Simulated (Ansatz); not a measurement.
# CH₂BFO: taking an electron away

How much energy removes an electron from CH₂BFO at fixed geometry? The cation is run at each level and the neutral's energy taken from earlier runs.

Computed with Ansatz 0.2.0, Gaussian basis. Level: unrestricted cation, the program's frozen cores in correlated methods.

Plan: UKS PBE-D4/def2-TZVPP; UKS r2SCAN-D4/def2-TZVPP; UKS PBE0-D4/def2-TZVPP; UKS B3LYP-D4/def2-TZVPP; UKS wB97X-V/def2-TZVPP; UKS wB97M-V/def2-TZVPP; UKS B2PLYP/def2-TZVPP; UHF-CCSD(T)/def2-TZVPP; UHF-MP2/def2-QZVPP; extrapolation to the limit; then −ε(HOMO) from the neutral's earlier runs with LDA (SPW92), PBE-D4, revPBE-D4, BLYP-D4, r2SCAN-D4, B97M-V, PBE0-D4, B3LYP-D4, r2SCANh-D4, r2SCAN0-D4, HSE06-D4, BHLYP-D4, CAM-B3LYP-D4, LC-ωPBE, ωB97X-V, ωB97M-V.

**1. The geometry**

An earlier PBE0-D4 in a triple-zeta def2 set relaxation fixed the geometry.

SMILES `FB1CO1`, 6 atoms, charge 0, spin multiplicity 1.

Atoms are counted from 1 here; the program's logs count them from 0.

Bond lengths: F1–B2 1.306 Å, B2–C3 1.500 Å, B2–O4 1.324 Å, C3–O4 1.531 Å, C3–H5 1.086 Å, C3–H6 1.086 Å. Angles: F1–B2–C3 156.9°, F1–B2–O4 137.8°, C3–B2–O4 65.3°, B2–C3–O4 51.8°, B2–C3–H5 122.6°, B2–C3–H6 122.6°, O4–C3–H5 112.1°, O4–C3–H6 112.1°, H5–C3–H6 114.4°, B2–O4–C3 62.9°.

**2. Cation, UKS PBE-D4/def2-TZVPP**

The input, in.yaml:

```yaml
crystal:
  periodic: [false, false, false]
  atoms:
    - {symbol: F, position_ang: [-0.772706, -1.944572, 0.412531]}
    - {symbol: B, position_ang: [-0.384533, -0.755699, 0.037479]}
    - {symbol: C, position_ang: [0.396004, 0.524024, 0.098189]}
    - {symbol: O, position_ang: [-0.652115, 0.102430, -0.934629]}
    - {symbol: H, position_ang: [1.383336, 0.629245, -0.341887]}
    - {symbol: H, position_ang: [0.072014, 1.380472, 0.682218]}
basis:
  gaussian: {orbitals: def2-TZVPP}
total_charge: 1
magnetization: {spin_polarized: true, initial_magnetization: 1}
hamiltonian: {xc: pbe, dispersion: d4}
```

On the command line:

```
$ ansatz run in.yaml --threads 2 --pin off --events-out ev --progress --plain --max-ram 4352MiB
```

After this run come: Cation, UKS r2SCAN-D4/def2-TZVPP; Cation, UKS PBE0-D4/def2-TZVPP; Cation, UKS B3LYP-D4/def2-TZVPP; Cation, UKS wB97X-V/def2-TZVPP; Cation, UKS wB97M-V/def2-TZVPP; Cation, UKS B2PLYP (frozen core)/def2-TZVPP; Cation, UHF-CCSD(T)/def2-TZVPP; Cation, UHF-MP2/def2-QZVPP.

Q: Predict the results of all the runs planned. Wanted: ionisation energy, CCSD(T)/CBS; nearest functional by difference; nearest −ε(HOMO); −ε(HOMO) of PBE; T1 of the cation.

The runs gave:

| quantity | value |
| --- | --- |
| ionisation energy, CCSD(T)/CBS | 11.58 eV |
| nearest functional by difference | ωB97M-V (-0.17 eV) |
| nearest −ε(HOMO) | LC-ωPBE (-0.08 eV) |
| −ε(HOMO) of PBE | 7.16 eV |
| T1 of the cation | 0.031 |

By cation minus neutral, the functionals miss by 0.47 eV at most. The PBE orbital energy is 4.4 eV too small: a semilocal HOMO is no ionisation energy. Among orbital estimates LC-ωPBE comes nearest. Hartree-Fock falls 1.09 eV short, as the neutral has more correlation energy than the cation. The cation's T1 (from the report) is 0.031, near the customary mark of 0.045 for open shells, so the coupled-cluster value is less safe.
